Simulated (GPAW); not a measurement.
# ZrSiO (P4/nmm) in GPAW: notebook, part 2 of 2

GPAW 26.7.0. Earlier steps stand in the parts before.

## (4) Single point, TB-mBJ

run.py reads:

```python
from ase import Atoms
from ase.dft.bandgap import bandgap
from ase.io import write
from gpaw import GPAW, PW

atoms = Atoms(['Zr', 'Zr', 'Si', 'Si', 'O', 'O'],
              cell=[[3.31999, 0.0, 0.0],
                    [0.0, 3.31999, 0.0],
                    [0.0, 0.0, 7.351845]],
              scaled_positions=[[0.5, 0.0, 0.30841],
                                [0.0, 0.5, 0.69159],
                                [0.0, 0.0, 0.0],
                                [0.5, 0.5, 0.0],
                                [0.5, 0.0, 0.611294],
                                [0.0, 0.5, 0.388706]],
              pbc=True)

calc = GPAW(mode=PW(800),
            xc='TB09',
            kpts={'size': (6, 6, 4), 'gamma': True},
            occupations={'name': 'fermi-dirac', 'width': 0.05},
            nbands=41,
            convergence={'density': 1e-05, 'energy': 1e-05},
            eigensolver='cg',
            maxiter=150,
            txt='gpaw.txt')
atoms.calc = calc
energy = atoms.get_potential_energy()
calc.write('gs.gpw')
write('result.traj', atoms)
print('Fermi level:', round(calc.get_fermi_level(), 4), 'eV')
print(f'Gap: {bandgap(calc)[0]:.4f} eV, direct: {bandgap(calc, direct=True)[0]:.4f} eV')
```

Potentials or basis: GPAW PAW data sets for LDA (gpaw-data 1.2.1), pw.

On the command line:

```sh
> OMP_NUM_THREADS=1 python run.py
```

gpaw.txt:

```text
___ ___ ___ _ _ _
 |   |   |_  | | | |
 | | | | | . | | | |
 |__ |  _|___|_____|  26.7.0
 |___|_|

Input parameters:
  convergence: {density: 1e-05,
                energy: 1e-05}
  eigensolver: cg
  kpts: {gamma: True,
         size: (6, 6, 4)}
  maxiter: 150
  mode: {ecut: 800.0,
         name: pw}
  nbands: 41
  occupations: {name: fermi-dirac,
                width: 0.05}
  xc: TB09

System changes: positions, numbers, cell, pbc, initial_charges, initial_magmoms

Initialize ...

species:
  Zr:
    name:    Zirconium
    Z:       40.0
    valence: 12
    core:    28
    charge:  0.0  # [|e|]
    compensation charges:
      type: gauss
      rc: 0.40  # [Å]
      lmax: 2
    cutoffs:
      filter: 2.39  # [Å]
      core: 1.59  # [Å]
    projectors
    | kind |    occ | energy [eV] | rcut [Å] |
    |------|--------|-------------|----------|
    |   4s |  2.000 |     -54.491 |    1.323 |
    |   5s |  2.000 |      -4.587 |    1.323 |
    |   4p |  6.000 |     -32.510 |    1.334 |
    |   5p |  0.000 |      -1.548 |    1.334 |
    |   4d |  2.000 |      -3.736 |    1.244 |
    |    d |        |      23.475 |    1.244 |

    Using partial waves for Zr as LCAO basis

  Si:
    name:    Silicon
    Z:       14.0
    valence: 4
    core:    10
    charge:  0.0  # [|e|]
    compensation charges:
      type: gauss
      rc: 0.33  # [Å]
      lmax: 2
    cutoffs:
      filter: 1.86  # [Å]
      core: 2.06  # [Å]
    projectors
    | kind |    occ | energy [eV] | rcut [Å] |
    |------|--------|-------------|----------|
    |   3s |  2.000 |     -10.878 |    1.058 |
    |   3p |  2.000 |      -4.162 |    1.058 |
    |    s |        |      16.334 |    1.058 |
    |    p |        |      23.049 |    1.058 |
    |    d |        |       0.000 |    1.058 |

    Using partial waves for Si as LCAO basis

  O:
    name:    Oxygen
    Z:       8.0
    valence: 6
    core:    2
    charge:  0.0  # [|e|]
    compensation charges:
      type: gauss
      rc: 0.21  # [Å]
      lmax: 2
    cutoffs:
      filter: 1.17  # [Å]
      core: 0.83  # [Å]
    projectors
    | kind |    occ | energy [eV] | rcut [Å] |
    |------|--------|-------------|----------|
    |   2s |  2.000 |     -23.752 |    0.688 |
    |   2p |  4.000 |      -9.195 |    0.598 |
    |    s |        |       3.459 |    0.688 |
[... 74 lines left out ...]
  External potential:
    NoExternalPotential

XC parameters: TB09 with 2 nearest neighbor stencil

Number of atoms: 6
Number of atomic orbitals: 42
Number of bands in calculation: 41
Number of valence electrons: 44
Bands to converge: occupied

... initialized

Initializing position-dependent things.

Density initialized from atomic densities
Creating initial wave functions:
  41 bands from LCAO basis set

   .-------.
  /|       |
 * |       |
 | |       |
 |Zr       |
 | | O     |
 | |       |
 |O|       |
 | | Zr    |
 | .-------.
 |/   Si  /
 Si------*

Atomic positions and initial magnetic moments

Positions:
   0 Zr     1.659995    0.000000    2.267383    ( 0.0000,  0.0000,  0.0000)
   1 Zr     0.000000    1.659995    5.084462    ( 0.0000,  0.0000,  0.0000)
   2 Si     0.000000    0.000000    0.000000    ( 0.0000,  0.0000,  0.0000)
   3 Si     1.659995    1.659995    0.000000    ( 0.0000,  0.0000,  0.0000)
   4 O      1.659995    0.000000    4.494139    ( 0.0000,  0.0000,  0.0000)
   5 O      0.000000    1.659995    2.857706    ( 0.0000,  0.0000,  0.0000)

Unit cell:
           periodic     x           y           z      points  spacing
  1. axis:    yes    3.319990    0.000000    0.000000    24     0.1383
  2. axis:    yes    0.000000    3.319990    0.000000    24     0.1383
  3. axis:    yes    0.000000    0.000000    7.351845    48     0.1532

  Lengths:   3.319990   3.319990   7.351845
  Angles:   90.000000  90.000000  90.000000

Effective grid spacing dv^(1/3) = 0.1431

iter:   1  7447.525439
iter:   2  7456.952490   +2.17  -0.93
iter:   3  7461.185255   +0.83  -0.93
iter:   4  7460.317542   +0.54  -1.17
iter:   5  7463.930704   -0.14  -1.09
iter:   6  7467.052191   +0.31  -1.37
iter:   7  7471.399687   -0.77  -1.58
iter:   8  7471.753285   -0.62  -1.48
iter:   9  7472.523702   -0.11  -1.70
iter:  10  7471.968129   -0.39  -1.80
iter:  11  7471.224819   -0.73  -2.07
iter:  12  7471.407749   -1.11  -2.23
iter:  13  7471.268569   -1.45  -2.39
iter:  14  7471.436292   -1.74  -2.54
iter:  15  7471.462352   -2.06  -2.76
iter:  16  7471.462114   -2.39  -2.84
iter:  17  7471.461959c  -2.76  -3.14
iter:  18  7471.461713c  -3.03  -3.12
iter:  19  7471.463100   -3.36  -3.57
iter:  20  7471.463220   -3.61  -3.50
iter:  21  7471.461728   -3.95  -4.35
iter:  22  7471.462426   -4.16  -4.27
iter:  23  7471.463241   -4.63  -4.26
iter:  24  7471.462410   -4.83  -4.18
iter:  25  7471.462184   -5.37  -4.01
iter:  26  7471.461895   -5.80  -3.93
iter:  27  7471.461012   -6.07  -3.93
iter:  28  7471.462235   -6.71  -3.86
iter:  29  7471.462299   -6.78  -3.89
iter:  30  7471.462504c  -7.54c -3.87
iter:  31  7471.461151   -7.29  -3.90
iter:  32  7471.460167   -8.15c -3.93
iter:  33  7471.459626   -8.13c -3.95
iter:  34  7471.456024   -6.16  -3.97
iter:  35  7471.450642   -6.05  -4.32
iter:  36  7471.445987   -6.65  -4.31
iter:  37  7471.441503   -6.22  -4.72
iter:  38  7471.440127   -6.19  -4.59
iter:  39  7471.442987   -6.39  -4.66
iter:  40  7471.440589   -6.37  -4.50
iter:  41  7471.442601   -6.37  -4.70
iter:  42  7471.440724   -6.44  -4.58
iter:  43  7471.441895   -6.48  -4.78
iter:  44  7471.441116   -6.60  -4.75
iter:  45  7471.441430   -6.74  -5.03c
iter:  46  7471.441065c  -7.00  -5.02c
iter:  47  7471.441178c  -7.21  -5.26c
iter:  48  7471.441066c  -7.50c -5.33c

Converged after 48 iterations.

Dipole moment: (-0.000000, -0.000000, 0.000000) |e|*Ang

Energy contributions relative to reference atoms: (reference = -215346.367894)

Kinetic:        +10.367816
Potential:       -9.056699
External:        +0.000000
XC:            +7470.255367
Entropy (-ST):   -0.001540
Local:           -0.124648
SIC:             +0.000000
--------------------------
Free energy:   +7471.440295
Extrapolated:  +7471.441066

Showing only first 2 kpts
 Kpt  Band  Eigenvalues  Occupancy
  0    20      8.07924    2.00000
  0    21      8.68740    2.00000
  0    22     10.86526    0.15846
  0    23     11.85889    0.00000

  1    20      8.07491    2.00000
  1    21      8.53612    2.00000
  1    22     11.12469    0.00096
  1    23     11.84441    0.00000

Fermi level: 10.74262

Gap: 0.293 eV
Transition (v -> c):
  (s=0, k=20, n=21, [0.50, 0.00, 0.50]) -> (s=0, k=0, n=22, [0.00, 0.00, 0.00])
Direct/indirect transitions are different
Direct gap: 0.608 eV
Transition at: (s=0, k=11, n=21, [0.33, 0.00, 0.50])
Writing to gs.gpw (mode='')
```

stdout:

```text
Fermi level: 10.7426 eV
Gap: 0.2931 eV, direct: 0.6080 eV
```

It took 8.4 min on 1 thread of Arm Neoverse V2, shared host; peak memory 0.47 GiB.

Results:

```
Band gap on the k mesh : 0.29 eV, indirect (least direct gap 0.61 eV)
```

Caveat: a model potential gives levels but no total energy.
